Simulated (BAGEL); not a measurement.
# C2H5AlS (SMILES C=[C]([AlH2])S) at 4 levels

Aim: a comparison of 4 runs (B3LYP/6-31G*, B3LYP/cc-pVDZ, PBE0/cc-pVDZ, RI-MP2/cc-pVDZ) of C2H5AlS. 

Program for the calculation: BAGEL 1.2.2.

2 further runs of the same task are left out: 2 set aside as unsound or not needed. Runs told in other sessions of the task aren't counted.

## 1. The molecule

C2H5AlS: 9 atoms, total charge 0, spin state singlet. As SMILES, `C=[C]([AlH2])S`. Geometry: relaxed at PBE0-D4/def2-TZVP. This is one conformer, not always the lowest.

Bond lengths: C1–C2 1.340 Å, C2–Al3 1.942 Å, C2–S4 1.757 Å, C1–H5 1.086 Å, C1–H6 1.089 Å, Al3–H7 1.584 Å, Al3–H8 1.587 Å, S4–H9 1.342 Å. Angles: C1–C2–Al3 118.3°, C1–C2–S4 120.0°, Al3–C2–S4 121.6°, C2–C1–H5 120.3°, C2–C1–H6 123.6°, C2–Al3–H7 118.0°, C2–Al3–H8 118.7°, C2–S4–H9 97.6°, H5–C1–H6 116.1°, H7–Al3–H8 123.3°.

## 2. The energy at B3LYP/6-31G(d) (density fitting with qzvpp-jkfit, spherical functions) (run 1)

Contents of input.json:

```json
{ "bagel" : [

{
  "title" : "molecule",
  "basis" : "6-31gs.json",
  "df_basis" : "qzvpp-jkfit",
  "angstrom" : true,
  "geometry" : [
    { "atom" : "C", "xyz" : [      -0.052000,       1.292400,      -0.845400 ] },
    { "atom" : "C", "xyz" : [      -0.306500,       0.328600,       0.050700 ] },
    { "atom" : "Al", "xyz" : [       0.856000,      -1.226200,       0.087600 ] },
    { "atom" : "S", "xyz" : [      -1.665000,       0.490100,       1.153000 ] },
    { "atom" : "H", "xyz" : [       0.786500,       1.197000,      -1.528500 ] },
    { "atom" : "H", "xyz" : [      -0.647600,       2.198400,      -0.942300 ] },
    { "atom" : "H", "xyz" : [       2.057300,      -1.282500,      -0.943100 ] },
    { "atom" : "H", "xyz" : [       0.559000,      -2.374400,       1.142300 ] },
    { "atom" : "H", "xyz" : [      -1.499300,      -0.669600,       1.808500 ] }
  ]
},

{
  "title" : "ks",
  "xc_func" : "b3lyp",
  "charge" : 0
},

{
  "title" : "print",
  "file" : "orbitals.molden",
  "orbitals" : true
}

]}
```

The basis set 6-31G* is read from a file made from the Basis Set Exchange's data (not shown).

Started as:

```sh
$ BAGEL_NUM_THREADS=1 BAGEL input.json > input.out
```

Output:

```text
* using 1 threads per process

  ===============================================================
  ===============================================================

  *** Geometry ***

  { "atom" : "C", "xyz" : [     -0.098266,      2.442282,     -1.597574 ] },
  { "atom" : "C", "xyz" : [     -0.579201,      0.620964,      0.095809 ] },
  { "atom" : "Al", "xyz" : [      1.617606,     -2.317182,      0.165540 ] },
  { "atom" : "S", "xyz" : [     -3.146394,      0.926155,      2.178854 ] },
  { "atom" : "H", "xyz" : [      1.486270,      2.262002,     -2.888446 ] },
  { "atom" : "H", "xyz" : [     -1.223787,      4.154374,     -1.780689 ] },
  { "atom" : "H", "xyz" : [      3.887734,     -2.423574,     -1.782201 ] },
  { "atom" : "H", "xyz" : [      1.056357,     -4.486966,      2.158634 ] },
  { "atom" : "H", "xyz" : [     -2.833266,     -1.265361,      3.417570 ] },

  Number of auxiliary basis functions:      496

  Since a DF basis is specified, we compute 2- and 3-index integrals:
    o Being stored without compression. Storage requirement is 0.022 GB

  Number of basis functions:       74
  Number of electrons      :       46

    * METHOD: MOLECULE                             0.19

  *** Kohn-Sham DFT ***

    * Removing 15790 points whose weight is below 1.00e-10
    * Grid points: 118364

  === Nuclear Repulsion ===
   179.1389422896

       - DIIS with orbital gradients will be used.

  === KS iteration (b3lyp / 6-31gs.json) ===
      0       -680.54957573          0.13879781           0.29
      1       -689.44144178          0.13778762           0.28
      2       -612.17701427          0.21314672           0.29
      3       -708.24157099          0.11768247           0.31
      4       -711.70262026          0.08416884           0.31
      5       -719.72128692          0.01020568           0.31
      6       -719.76557614          0.00678698           0.31
      7       -719.78774732          0.00365491           0.31
      8       -719.79475162          0.00045700           0.31
      9       -719.79484193          0.00008757           0.31
     10       -719.79484565          0.00004714           0.31
     11       -719.79484656          0.00001147           0.31
     12       -719.79484661          0.00000174           0.29
     13       -719.79484661          0.00000048           0.28
     14       -719.79484661          0.00000019           0.28
     15       -719.79484661          0.00000006           0.28
     16       -719.79484661          0.00000002           0.31
     17       -719.79484661          0.00000001           0.30
    * SCF iteration converged.

    * Permanent dipole moment:
           (   -0.278048,     0.187752,     0.118138) a.u.

    * METHOD: KS                                   5.89

    * METHOD: PRINT                                0.01

  ===============================================================
```

Run time: 6.3 s. Hardware: 1 thread of AMD EPYC 9R45 (Zen 5), shared host; peak memory 0.43 GiB.

## 3. The energy at B3LYP/cc-pVDZ (density fitting with qzvpp-jkfit) (run 2)

Contents of input.json:

```json
{ "bagel" : [

{
  "title" : "molecule",
  "basis" : "cc-pvdz.json",
  "df_basis" : "qzvpp-jkfit",
  "angstrom" : true,
  "geometry" : [
    { "atom" : "C", "xyz" : [   -0.052000,    1.292400,   -0.845400 ] },
    { "atom" : "C", "xyz" : [   -0.306500,    0.328600,    0.050700 ] },
    { "atom" : "Al", "xyz" : [    0.856000,   -1.226200,    0.087600 ] },
    { "atom" : "S", "xyz" : [   -1.665000,    0.490100,    1.153000 ] },
    { "atom" : "H", "xyz" : [    0.786500,    1.197000,   -1.528500 ] },
    { "atom" : "H", "xyz" : [   -0.647600,    2.198400,   -0.942300 ] },
    { "atom" : "H", "xyz" : [    2.057300,   -1.282500,   -0.943100 ] },
    { "atom" : "H", "xyz" : [    0.559000,   -2.374400,    1.142300 ] },
    { "atom" : "H", "xyz" : [   -1.499300,   -0.669600,    1.808500 ] }
  ]
},
{ "title" : "ks", "xc_func" : "b3lyp", "charge" : 0 },
{ "title" : "print", "file" : "orbitals.molden", "orbitals" : true }

]}
```

The basis set cc-pVDZ is read from a file made from the Basis Set Exchange's data (not shown).

Started as:

```sh
$ BAGEL_NUM_THREADS=1 BAGEL input.json > input.out
```

Output:

```text
* using 1 threads per process

  ===============================================================
  ===============================================================

  *** Geometry ***

  { "atom" : "C", "xyz" : [     -0.098266,      2.442282,     -1.597574 ] },
  { "atom" : "C", "xyz" : [     -0.579201,      0.620964,      0.095809 ] },
  { "atom" : "Al", "xyz" : [      1.617606,     -2.317182,      0.165540 ] },
  { "atom" : "S", "xyz" : [     -3.146394,      0.926155,      2.178854 ] },
  { "atom" : "H", "xyz" : [      1.486270,      2.262002,     -2.888446 ] },
  { "atom" : "H", "xyz" : [     -1.223787,      4.154374,     -1.780689 ] },
  { "atom" : "H", "xyz" : [      3.887734,     -2.423574,     -1.782201 ] },
  { "atom" : "H", "xyz" : [      1.056357,     -4.486966,      2.158634 ] },
  { "atom" : "H", "xyz" : [     -2.833266,     -1.265361,      3.417570 ] },

  Number of auxiliary basis functions:      496

  Since a DF basis is specified, we compute 2- and 3-index integrals:
    o Being stored without compression. Storage requirement is 0.031 GB

  Number of basis functions:       89
  Number of electrons      :       46

    * METHOD: MOLECULE                             0.19

  *** Kohn-Sham DFT ***

    * Removing 15790 points whose weight is below 1.00e-10
    * Grid points: 118364

  === Nuclear Repulsion ===
   179.1389422896

       - DIIS with orbital gradients will be used.

  === KS iteration (b3lyp / cc-pvdz.json) ===
      0       -689.45162786          0.08980798           0.35
      1       -689.08555737          0.10661200           0.34
      2       -669.43292965          0.12004048           0.33
      3       -711.57725347          0.09378585           0.33
      4       -713.93682903          0.09204676           0.34
      5       -717.19521819          0.05436499           0.33
      6       -719.14013548          0.03073637           0.33
      7       -719.32252938          0.03088557           0.34
      8       -719.81641347          0.00580505           0.34
      9       -719.83553445          0.00217534           0.33
     10       -719.83856116          0.00067116           0.32
     11       -719.83882155          0.00017116           0.33
     12       -719.83884146          0.00002158           0.33
     13       -719.83884175          0.00000757           0.33
     14       -719.83884178          0.00000189           0.32
     15       -719.83884179          0.00000054           0.32
     16       -719.83884179          0.00000020           0.32
     17       -719.83884179          0.00000016           0.32
     18       -719.83884179          0.00000002           0.33
     19       -719.83884179          0.00000001           0.33
    * SCF iteration converged.

    * Permanent dipole moment:
           (   -0.203233,     0.178067,     0.057909) a.u.

    * METHOD: KS                                   7.34

    * METHOD: PRINT                                0.01

  ===============================================================
```

It took 7.8 s on 1 thread of AMD EPYC 9R45 (Zen 5), shared host; peak memory 0.49 GiB.

Run 3 isn't shown in full; the table further down has it.

## 4. A single-point energy at RI-MP2/cc-pVDZ (density fitting with qzvpp-jkfit) (run 4)

Contents of mp2.json:

```json
{ "bagel" : [

{
  "title" : "molecule",
  "basis" : "cc-pvdz.json",
  "df_basis" : "qzvpp-jkfit",
  "angstrom" : "true",
  "geometry" : [
    { "atom" : "C", "xyz" : [   -0.052000,    1.292400,   -0.845400 ] },
    { "atom" : "C", "xyz" : [   -0.306500,    0.328600,    0.050700 ] },
    { "atom" : "Al", "xyz" : [    0.856000,   -1.226200,    0.087600 ] },
    { "atom" : "S", "xyz" : [   -1.665000,    0.490100,    1.153000 ] },
    { "atom" : "H", "xyz" : [    0.786500,    1.197000,   -1.528500 ] },
    { "atom" : "H", "xyz" : [   -0.647600,    2.198400,   -0.942300 ] },
    { "atom" : "H", "xyz" : [    2.057300,   -1.282500,   -0.943100 ] },
    { "atom" : "H", "xyz" : [    0.559000,   -2.374400,    1.142300 ] },
    { "atom" : "H", "xyz" : [   -1.499300,   -0.669600,    1.808500 ] }
  ]
},
{
  "title" : "hf"
},
{
  "title" : "mp2",
  "ncore" : 12
}

]}
```

The basis set cc-pVDZ is read from a file made from the Basis Set Exchange's data (not shown).

Started as:

```sh
$ BAGEL_NUM_THREADS=1 BAGEL mp2.json > mp2.out
```

Output:

```text
* using 1 threads per process

  ===============================================================
  ===============================================================

  *** Geometry ***

  { "atom" : "C", "xyz" : [     -0.098266,      2.442282,     -1.597574 ] },
  { "atom" : "C", "xyz" : [     -0.579201,      0.620964,      0.095809 ] },
  { "atom" : "Al", "xyz" : [      1.617606,     -2.317182,      0.165540 ] },
  { "atom" : "S", "xyz" : [     -3.146394,      0.926155,      2.178854 ] },
  { "atom" : "H", "xyz" : [      1.486270,      2.262002,     -2.888446 ] },
  { "atom" : "H", "xyz" : [     -1.223787,      4.154374,     -1.780689 ] },
  { "atom" : "H", "xyz" : [      3.887734,     -2.423574,     -1.782201 ] },
  { "atom" : "H", "xyz" : [      1.056357,     -4.486966,      2.158634 ] },
  { "atom" : "H", "xyz" : [     -2.833266,     -1.265361,      3.417570 ] },

  Number of auxiliary basis functions:      496

  Since a DF basis is specified, we compute 2- and 3-index integrals:
    o Being stored without compression. Storage requirement is 0.031 GB

  Number of basis functions:       89
  Number of electrons      :       46

    * METHOD: MOLECULE                             0.19

  *** RHF ***

  === Nuclear Repulsion ===
   179.1389422896

      * DIIS with orbital gradients will be used.

  === RHF iteration (cc-pvdz.json) ===
      0       -717.92853246          0.01239809           0.05
      1       -718.03210109          0.00671738           0.05
      2       -718.05748039          0.00142929           0.05
      3       -718.06007079          0.00025121           0.05
      4       -718.06018941          0.00011150           0.05
      5       -718.06021398          0.00005756           0.05
      6       -718.06021783          0.00001470           0.05
      7       -718.06021814          0.00000460           0.05
      8       -718.06021818          0.00000141           0.05
      9       -718.06021818          0.00000047           0.05
     10       -718.06021818          0.00000017           0.05
     11       -718.06021818          0.00000005           0.05
     12       -718.06021818          0.00000002           0.05
     13       -718.06021818          0.00000001           0.05
    * SCF iteration converged.

    * Permanent dipole moment:
           (   -0.314042,     0.197067,     0.143798) a.u.

    * METHOD: HF                                   0.84

  *** RHF ***

  === Nuclear Repulsion ===
   179.1389422896

      * DIIS with orbital gradients will be used.

  === RHF iteration (cc-pvdz.json) ===
      0       -718.06021818          0.00000000           0.05
    * SCF iteration converged.

    * Permanent dipole moment:
           (   -0.314042,     0.197067,     0.143798) a.u.

  === DF-MP2 calculation ===

    * freezing 12 orbitals
    * 3-index integral transformation done
    * assembly done

      MP2 correlation energy:   -0.4666083933      0.03

      MP2 total energy:       -718.5268265723

    * METHOD: MP2                                  0.13

  ===============================================================
```

Wall time 1.4 s (1 thread of AMD EPYC 9R45 (Zen 5), shared host); peak memory 0.13 GiB.

## 5. The series

| run | level | frozen core orbitals | energy (Eh) | dipole moment (D) | HOMO energy (eV) | LUMO energy (eV) | wall time |
| --- | --- | --- | --- | --- | --- | --- | --- |
| 1 | B3LYP/6-31G* (density fitting with qzvpp-jkfit, spherical functions) | – | -719.794847 | 0.90 | -6.12 | -1.91 | 6.3 s |
| 2 | B3LYP/cc-pVDZ (density fitting with qzvpp-jkfit) | – | -719.838842 | 0.70 | -6.17 | -1.95 | 7.8 s |
| 3 | PBE0/cc-pVDZ (density fitting with qzvpp-jkfit) | – | -719.445005 | 0.78 | -6.43 | -1.78 | 6.9 s |
| 4 | RI-MP2/cc-pVDZ (density fitting with qzvpp-jkfit) | 12 | -718.526827 | – | – | – | 1.4 s |

## 6. Outcome

| quantity | value |
| --- | --- |
| run 4: total energy | -718.52683 Eh |
| run 4: correlation energy (12 core orbitals frozen) | -466.6 mEh |

What this shows: Over runs 1, 2, 3 the dipole moment (its size) runs from 0.70 D (B3LYP/cc-pVDZ) to 0.90 D (B3LYP/6-31G*). Over runs 1, 2, 3 the HOMO–LUMO gap runs from 4.21 eV (B3LYP/6-31G*) to 4.65 eV (PBE0/cc-pVDZ). The two ends differ in method and basis. Totals of different functionals can't be ranked against each other. All runs together took 22 s, the longest 7.8 s.
